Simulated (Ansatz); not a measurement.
# Si16B: the cost of one run

Program: Ansatz 0.2.0. Level of theory: DFT PBE, plane waves, PAW, scalar-relativistic, collinear spin. These are calculated values, not measurements.

1 further run of the same task is left out (it didn't finish).

## (1) The structure to begin with

The cell holds 17 atoms (BSi16): a = 7.679 Å, b = 7.679 Å, c = 7.679 Å, α = 60.00°, β = 60.00°, γ = 60.00°.

The coordinates stand in the first input below.

## (2) Preparing the start

input.yaml reads:

```yaml
crystal:
  lattice:
    - [0.0, 5.43, 5.43]
    - [5.43, 0.0, 5.43]
    - [5.43, 5.43, 0.0]
  atoms:
    - { symbol: Si, position: [0.0, 0.0, 0.0] }
    - { symbol: Si, position: [0.125, 0.125, 0.125] }
    - { symbol: Si, position: [0.0, 0.0, 0.5] }
    - { symbol: Si, position: [0.125, 0.125, 0.625] }
    - { symbol: Si, position: [0.0, 0.5, 0.0] }
    - { symbol: Si, position: [0.125, 0.625, 0.125] }
    - { symbol: Si, position: [0.0, 0.5, 0.5] }
    - { symbol: Si, position: [0.125, 0.625, 0.625] }
    - { symbol: Si, position: [0.5, 0.0, 0.0] }
    - { symbol: Si, position: [0.625, 0.125, 0.125] }
    - { symbol: Si, position: [0.5, 0.0, 0.5] }
    - { symbol: Si, position: [0.625, 0.125, 0.625] }
    - { symbol: Si, position: [0.5, 0.5, 0.0] }
    - { symbol: Si, position: [0.625, 0.625, 0.125] }
    - { symbol: Si, position: [0.5, 0.5, 0.5] }
    - { symbol: Si, position: [0.625, 0.625, 0.625] }
    - { symbol: B, position: [0.7520062, 0.2590152, 0.7439348], spin: 1.0 }
magnetization:
  spin_polarized: true
basis:
  ecutwfc: 420.0
kpoints:
  mp_grid: { grid: [2, 2, 2] }
hamiltonian:
  xc: pbe
scf:
  occupations: { method: fermi_dirac, width: 0.02 }
  lower_state_search: "off"
relax:
  f_tol: 0.08
  max_steps: 25
  adjacent_minimum: "off"
```

The run is started by

```
> ansatz run input.yaml --threads 1 --pin off --max-ram 3072MiB --backend cpu --events-out ev --progress --plain --runs-dir out
```

What time and memory should one allow on 1 thread of Intel Xeon Platinum 8259CL at 2.50GHz (Skylake/Cascade Lake), shared host?

About 45 s, with a peak of 0.73 GiB.
